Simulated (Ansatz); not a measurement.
# Lu2Ni3B6 (Cmmm): the equilibrium volume

Aim: the volume at which the pressure of Lu2Ni3B6 (Cmmm) vanishes.

Method: DFT PBEsol, scalar-relativistic, plane waves, PAW, in Ansatz 0.2.0.

## (1) Starting point

It takes space group Cmmm (No. 65, orthorhombic). The conventional cell has a = 7.655 Å, b = 8.654 Å, c = 3.450 Å, α = 90.00°, β = 90.00°, γ = 90.00°. Lu (site symmetry m2m) has 12 B at 2.69 to 2.76 Å and 6 Ni at 2.87 to 2.95 Å as nearest neighbours. Ni (site symmetry mmm) is surrounded by 4 B at 2.25 Å and 4 Ni at 2.43 Å. Ni (site symmetry 2mm) has 6 B at 2.09 to 2.20 Å as nearest neighbours. B (site symmetry m) has 2 B at 1.63 to 1.74 Å and 3 Ni at 2.20 to 2.25 Å as nearest neighbours. Around B (site symmetry 2mm) lie 3 B at 1.74 to 1.90 Å and 2 Ni at 2.09 Å.

Structure file:

```cif
data_structure
_symmetry_space_group_name_H-M 'Cmmm'
_symmetry_Int_Tables_number 65
_cell_length_a 7.6553
_cell_length_b 8.6537
_cell_length_c 3.4504
_cell_angle_alpha 90.000
_cell_angle_beta 90.000
_cell_angle_gamma 90.000
_cell_volume 228.58
loop_
_atom_site_label
_atom_site_type_symbol
_atom_site_symmetry_multiplicity
_atom_site_Wyckoff_symbol
_atom_site_fract_x
_atom_site_fract_y
_atom_site_fract_z
_atom_site_occupancy
Lu1 Lu 4 i 0.50000 0.77680 0.00000 1
Ni1 Ni 2 d 0.00000 0.00000 0.50000 1
Ni2 Ni 4 g 0.22300 0.00000 0.00000 1
B1 B 8 q 0.23400 0.15700 0.50000 1
B2 B 4 h 0.37600 0.00000 0.50000 1
```

The moments start at Ni 0.80 μB.

## (2) The first run (PBEsol, 4×4×6 mesh)

File input.yaml:

```yaml
crystal:
  lattice:
    - [3.827674, -4.32682677, 0.0]
    - [3.827674, 4.32682677, 0.0]
    - [0.0, 0.0, 3.45042487]
  atoms:
    - { symbol: Lu, position: [0.7232, 0.2768, 0.0] }
    - { symbol: Lu, position: [0.2768, 0.7232, 0.0] }
    - { symbol: Ni, position: [0.0, 0.0, 0.5], spin: 0.8 }
    - { symbol: Ni, position: [0.223, 0.223, 0.0], spin: 0.8 }
    - { symbol: Ni, position: [0.777, 0.777, 0.0], spin: 0.8 }
    - { symbol: B, position: [0.077, 0.391, 0.5] }
    - { symbol: B, position: [0.923, 0.609, 0.5] }
    - { symbol: B, position: [0.391, 0.077, 0.5] }
    - { symbol: B, position: [0.609, 0.923, 0.5] }
    - { symbol: B, position: [0.376, 0.376, 0.5] }
    - { symbol: B, position: [0.624, 0.624, 0.5] }
basis:
  ecutwfc: 420
kpoints:
  mp_grid: { grid: [4, 4, 6] }
hamiltonian:
  xc: pbesol
scf:
  occupations: { method: gaussian, width: 0.1 }
  lower_state_search: "off"
output:
  forces: true
  stress: true
  eigenvalues: true
  populations: true
magnetization:
  spin_polarized: true
```

On the command line:

```bash
$ ansatz run input.yaml --threads 8 --pin off --max-ram 14336MiB --backend cpu --events-out ev --progress --plain --runs-dir out
```

Standard output (excerpt; [...] marks lines left out):

```text
Warning: RAYON_NUM_THREADS=8 ignored (pool sized by the plan → 8); use --threads N
Lu: projections on atomic orbitals take those of the free atom [Kr 4d10] 4f14 5s2 5p6 5d1 6s2, of charge +0.00 (hamiltonian.pseudopotentials.projection_atoms); the dataset's partial waves leave at most 5.1e-5 of an orbital's norm unspanned inside its sphere
[...]
Pseudopotentials: kind: paw
Pseudopotential: Lu, paw, valence charge 25, recommended cutoff 420 eV (normal), Lu.paw.azcp
Pseudopotential: Ni, paw, valence charge 18, recommended cutoff 420 eV (normal), Ni.paw.azcp
Pseudopotential: B, paw, valence charge 3, recommended cutoff 420 eV (normal), B.paw.azcp
Functional definition: PBEsol
[...]
Crystal: 11 atoms, lattice volume = 114.290 Å³
Basis set: ecut = 420 eV, 2237 PW (Γ), exchange–correlation on 80×80×48 points (8 copies of the dense FFT grid, shifted against one another)
Bands: 75, of which v1, the nominal top of the filled ones, is band 61 counted from 1 (60 counted from 0)
Symmetry: 8 space group operations
Space group: Cmmm (ITA 65), of the structure as read, at distance tolerance 4.9e-5 Å
Magnetic group: BNS 65.481 (UNI 579), of the structure as read, at distance tolerance 4.9e-5 Å
k-points: 28 of 96
[...]
Starting moments: Σ|m| = 2.4 μB on 3 of 11 sites
[...]
SCF iter   1: F=—  HF=-47570.097697 eV  |F-HF|=—  |Δ(HF+E_count)|=         —  Δρ=1.67e-1 (↑1.67e-1 ↓1.64e-1)  dr2=1.22e2  dr2_m=2.43e-1  M=1.882 μB ∫|m|=2.192 μB  β_m=0.30  ethr=3.10e-3  ⟨swp⟩=6.7  Hψ=18908  notcnv=0  defer=21
[...]
WARN: the starting moments were not kept: the SCF closed with an absolute magnetisation of 1.5e-5 μB, where they sum to 2.4 μB in size (3 sites). That is at most 0.1 of that sum. Measured as dr2_m measures the in/out step, that magnetisation stands 8.2e-11 eV from none, at or under the [...]
SCF converged after 21 iterations
Magnetization: -0.0000 μB (61.0000 up, 61.0000 down)
Absolute magnetization: 0.0000 μB (∫|ρ↑−ρ↓|, with the PAW one-centre terms)
Spin contamination: 0.0000 ħ² per cell (⟨S²⟩ above its minimum at these occupations)
[...]
Free energy (F): -47560.361925 eV
[...]
E sigma→0 (E₀):  -47560.350808 eV
Entropy (-TS):   -0.022235 eV (-2.021 meV/atom)
Fermi energy:    15.912753 eV
[...]
--- Forces (eV/Å), atoms counted from 1 ---
  atom   1  Lu    -0.00000000     0.25585932     0.00000000
  atom   2  Lu     0.00000000    -0.25585932    -0.00000000
  atom   3  Ni     0.00000000     0.00000000     0.00000000
  atom   4  Ni     0.14181746     0.00000000    -0.00000000
  atom   5  Ni    -0.14181746    -0.00000000     0.00000000
  atom   6  B     -0.13485744    -1.47011537     0.00000000
  atom   7  B      0.13485744     1.47011537    -0.00000000
  atom   8  B     -0.13485744     1.47011537     0.00000000
[...]
--- Stress (GPa, compression-positive) ---
      -10.088663      -0.000000       0.000000
       -0.000000      -4.419297      -0.000000
        0.000000      -0.000000      -8.619003
  P = ⅓ Tr σ = -7.7090 GPa (-77.090 kbar)
--- Band table (eV; the first three rows and the last of 56) ---
[...]
--- Löwdin populations: 11 sites ---
  site symbol       q [e]    m [muB]
     0     Lu     24.4883     0.0000
     1     Lu     24.4883     0.0000
     2     Ni     17.3481    -0.0000
     3     Ni     17.2349    -0.0000
     4     Ni     17.2349    -0.0000
     5      B      3.4854    -0.0000
     6      B      3.4854    -0.0000
     7      B      3.4854    -0.0000
     8      B      3.4854    -0.0000
     9      B      3.4096     0.0000
    10      B      3.4096     0.0000
  spilling = 0.003646 (of n_electrons = 122.000000)
```

Run time: 27 s. Hardware: 8 threads of Arm Neoverse N1, shared host; peak memory 0.93 GiB.

In short: volume 10.390 Å³/atom, pressure -7.71 GPa, metallic, no moment left.

(Part 1 of 2 ends here.)
